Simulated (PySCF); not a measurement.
# CoCl: from the state search to spectroscopic constants

An exercise on one series of results from a longer session: the logs are not shown, and one member is left open.

Method: Co def2-TZVPPD, Cl def2-TZVPPD, no relativity; program: PySCF 2.14.0.

1 further run of the same task is left out (it didn't finish).

Set-up of the first run:

A driver script around PySCF takes these settings:

```
atoms                         : Co, Cl
charge                        : 0
basis                         : Co def2-TZVPPD, Cl def2-TZVPPD
Hamiltonian                   : no relativity
basis functions               : 118
electrons treated             : 44
masses in u                   : 58.9332, 34.9689
levels                        : PBE0, PBE, r²SCAN, r²SCANh, MN15, r²SCAN0, PW91, B3LYP, ωB97M-V, HF, MP2, SCS-MP2
grid                          : 80 radial by 434 angular points
occupations                   : held fixed by the projection of orbital angular momentum
dissociation limit            : Co + Cl, each in its ground configuration
starting distance in angstrom : 2.040
values of 2S to try           : 0, 2, 4, 6
```

Command:

```sh
$ OMP_NUM_THREADS=2 python dia.py task.json out
```

Among the steps run: Set-up; The PBE0 curve of the state that the search chose; Excited determinants; PBE; r²SCAN (meta-GGA); r²SCANh (hybrid meta-GGA); MN15; r²SCAN0; PW91 (GGA); B3LYP (global hybrid GGA); ωB97M-V (range-separated hybrid); UHF.

One of the session's tables, all rows but one given; the rest of the session is left out.

| level | Re (Å) | ωe (cm⁻¹) | De (eV) | μ (D) |
| --- | --- | --- | --- | --- |
| UHF | ? | ? | ? | ? |
| UHF-MP2 | 2.128 | 396 | 4.42 | n/a |
| UHF-SCS-MP2 | 2.156 | 384 | 3.97 | n/a |
| PBE | 2.110 | 399 | 4.31 | -4.58 |
| PW91 | 2.108 | 400 | 4.38 | -4.57 |
| r²SCAN | 2.115 | 402 | 4.06 | -5.05 |
| r²SCANh | 2.124 | 398 | 3.83 | -5.33 |
| B3LYP | 2.149 | 383 | 3.58 | -5.28 |
| PBE0 | 2.134 | 392 | 3.72 | -5.47 |
| r²SCAN0 | 2.137 | 393 | 3.52 | -5.71 |
| MN15 | 2.126 | 399 | 4.65 | -5.60 |
| ωB97M-V | 2.149 | 388 | 3.66 | -5.71 |

Estimate the missing values for UHF.

As computed: Re (Å): 2.248; ωe (cm⁻¹): 350; De (eV): 1.00; μ (D): -7.28. In the column «Re (Å)» it is the highest.

De is counted to Co + Cl in their ground configurations. A positive dipole means Co(−)Cl(+).

Time per point (s) on 2 threads of Intel Xeon 6975P-C, shared host (CPU time, shared integrals of 0.84 s apart; correlated levels include their reference); the times are rough: UHF 2.2, UHF-MP2 3.7, UHF-SCS-MP2 3.7, PBE 1.9, PW91 1.1, r²SCAN 2.3, r²SCANh 3.6, B3LYP 3.6, PBE0 4.1, r²SCAN0 3.7, MN15 4.1, ωB97M-V 10.

Caveats from the session: Lowest PBE0 solution found, without spin–orbit coupling: ³Δ (triplet), unpaired electrons σ ↑, δ ↑.
